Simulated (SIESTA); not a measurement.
**CuO2 under changes of volume**

One of the cells (10.870 Å³/atom); the others are scaled copies at fixed shape and fractional positions:

```xyz
6
Lattice="1.4220 -5.2453 0.0000 1.4220 5.2453 0.0000 0.0000 0.0000 4.3722" Properties=species:S:1:pos:R:3 pbc="T T T"
Cu    1.4220    3.4907    3.2791
Cu    1.4220   -3.4907    1.0930
O     1.4220   -3.0314    3.2791
O     1.4220    3.0314    1.0930
O     1.4220   -0.5401    3.2791
O     1.4220    0.5401    1.0930
```

The cell comes from a database or a generator and needn't be the stable form of this composition.

```yaml
Program: SIESTA 5.4.2
Functional: PBEsol
Potentials_or_basis: PseudoDojo 0.4 standard (PBEsol files)
Basis: DZP (energy shift 0.003 Ry; two zetas on semicore shells)
Grid_cutoff: 800 Ry
Energy_shift: 0.003 Ry
k_mesh: 10 × 10 × 6
Occupations: fermi-dirac, width 0.05 eV
Spin: no spin polarisation
```

| volume (Å³/atom) | energy over the lowest point (meV/atom) | pressure (GPa) | largest force (eV/Å) |
| --- | --- | --- | --- |
| 10.018 | ? | ? | ? |
| 10.231 | 0.00 | -0.5 | 0.549 |
| 10.444 | 3.02 | -3.9 | 0.308 |
| 10.870 | 21.43 | -9.6 | 0.384 |
| 11.083 | 35.85 | -12.0 | 0.557 |
| 11.296 | 53.30 | -14.1 | 0.718 |

Task: What does the run at 10.018 Å³/atom give?

Result: Energy over the lowest point 1.82 meV/atom; pressure 3.4 GPa; largest force 0.809 eV/Å.

Worked out: A Birch-Murnaghan fit of order 3 (a polynomial in V^(-2/3)) to the other rows has its minimum at 10.20 Å³/atom, just outside them, with B0 = V·E''(V) = 176 GPa and B' = 4.7 at fixed shape and positions, which overstates the stiffness. It gives 1.78 meV/atom at 10.018 Å³/atom, against the run's 1.82, and -dE/dV = 3.3 GPa, against 3.4.

Energies are extrapolated to zero smearing.

Caveats: short orbitals over semicore shells can move pressures by several GPa; the basis of atomic orbitals isn't converged, which shifts pressures, moduli and gaps; the run has no spin polarisation, though such a crystal can be magnetic.
